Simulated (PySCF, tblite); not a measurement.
**C4H10FPSi2: geometry, infrared bands and NMR shifts**

Wanted: the infrared bands and NMR shifts of C4H10FPSi2 (`C[SiH2][C@H](F)C#C[SiH2]P`), by calculation.

Programs: tblite 0.8.0 and PySCF 2.14.0, with density-fitted response routines of our own. Each step states its level of theory. These are calculated values for one molecule in the gas phase, unless marked as measured. Atoms are numbered from 0 throughout.

### Step 1. The starting structure

18 atoms, charge 0, multiplicity 1; geometry from: force field or distance geometry start.

Bonds of the start (Å): C0–Si1 1.86, Si1–C2 1.85, C2–F3 1.39, C2–C4 1.46, C4–C5 1.21, C5–Si6 1.83, Si6–P7 2.20, C0–H8 1.10, C0–H9 1.10, C0–H10 1.11, Si1–H11 1.49, Si1–H12 1.49, C2–H13 1.12, Si6–H14 1.48, Si6–H15 1.48, P7–H16 1.46, P7–H17 1.45.

### Step 2. Geometry optimisation with GFN2-xTB

The job: settings as JSON, then the geometry in Å.

```
{"job": {"kind": "relax", "xc": "GFN2-xTB", "basis": "xTB"}, "charge": 0, "multiplicity": 1}
C     -3.097700     1.638200    -0.109600
Si    -2.347000    -0.050300     0.057100
C     -1.175500    -0.437600    -1.321700
F     -1.652000    -1.515300    -2.058600
C      0.169000    -0.686800    -0.811400
C      1.294100    -0.877000    -0.410100
Si     2.995000    -1.189400     0.199300
P      4.316500     0.517900    -0.210800
H     -2.487400     2.415100     0.367100
H     -3.255300     1.800000    -1.189600
H     -4.100400     1.604600     0.359000
H     -1.742000    -0.268200     1.403000
H     -3.470200    -1.026800    -0.003300
H     -1.077100     0.400300    -2.053500
H      3.593000    -2.369200    -0.456900
H      2.959800    -1.462100     1.653800
H      5.481000     0.029300    -0.951200
H      3.587300     1.483600    -1.003800
```

The run is started by

```bash
$ OMP_NUM_THREADS=1 python probes_run.py task.json out
```

This one command runs all jobs of the session in turn.

**Question.** This job is followed by: GFN2-xTB harmonic vibrations, gas phase; GIAO PBE0/pcSseg-1 NMR shielding, non-relativistic, gas phase. What will the session give for the following? strongest single infrared mode (GFN2-xTB); zero-point energy (GFN2-xTB); ¹³C shifts against TMS (PBE0/pcSseg-1); ¹H shifts against TMS (PBE0/pcSseg-1, means over atoms taken as alike); ²⁹Si shifts against TMS (PBE0/pcSseg-1); ¹⁹F shifts against CFCl3 (PBE0/pcSseg-1); ³¹P shifts against H3PO4 (PBE0/pcSseg-1); surface potential, 1st and 99th percentile.

The runs gave:

```
                                                              quantity                                         value
                             strongest single infrared mode (GFN2-xTB)                         2244 cm⁻¹, 371 km/mol
                                          zero-point energy (GFN2-xTB)                                 72.1 kcal/mol
                                ¹³C shifts against TMS (PBE0/pcSseg-1)                   115.7, 97.5, 80.3, -8.3 ppm
¹H shifts against TMS (PBE0/pcSseg-1, means over atoms taken as alike)  5.49, 5.08, 4.69, 4.40, 4.25, 1.16, 0.29 ppm
                               ²⁹Si shifts against TMS (PBE0/pcSseg-1)                              -37.9, -75.5 ppm
                              ¹⁹F shifts against CFCl3 (PBE0/pcSseg-1)                                    -250.7 ppm
                              ³¹P shifts against H3PO4 (PBE0/pcSseg-1)                                    -298.8 ppm
                                 surface potential, 1st and 99th percentile                            -1.08 V and 1.23 V
```

What this shows: Relaxing lowered the energy by 0.885 eV in 231 steps; the close pair that moved most is Si1–C2, from 1.850 to 1.942 Å. The lowest mode is slightly imaginary (1i cm⁻¹), a soft motion within the noise of the Hessian, so the minimum is not strictly shown. The strongest single mode, at 2244 cm⁻¹, moves mainly H12. Unscaled tight-binding wavenumbers are off by several per cent, some by more. Its intensities can rank the bands wrongly. H13 (hydrogen on a propargylic sp3 CH bonded to F and Si) lies farthest downfield among hydrogen, at 5.49 ppm; its carbon carries F, which withdraws density. At PBE0/pcSseg-1: Shielding is most anisotropic at C4 (span 303 ppm, paramagnetic term -201 ppm). At PBE0/pcSseg-1, counted by nearest atom on the grid, the HOMO lies on P7 55 %; Si6 8 %, the LUMO on C4, C5 about 23 % each; Si6 9 %.
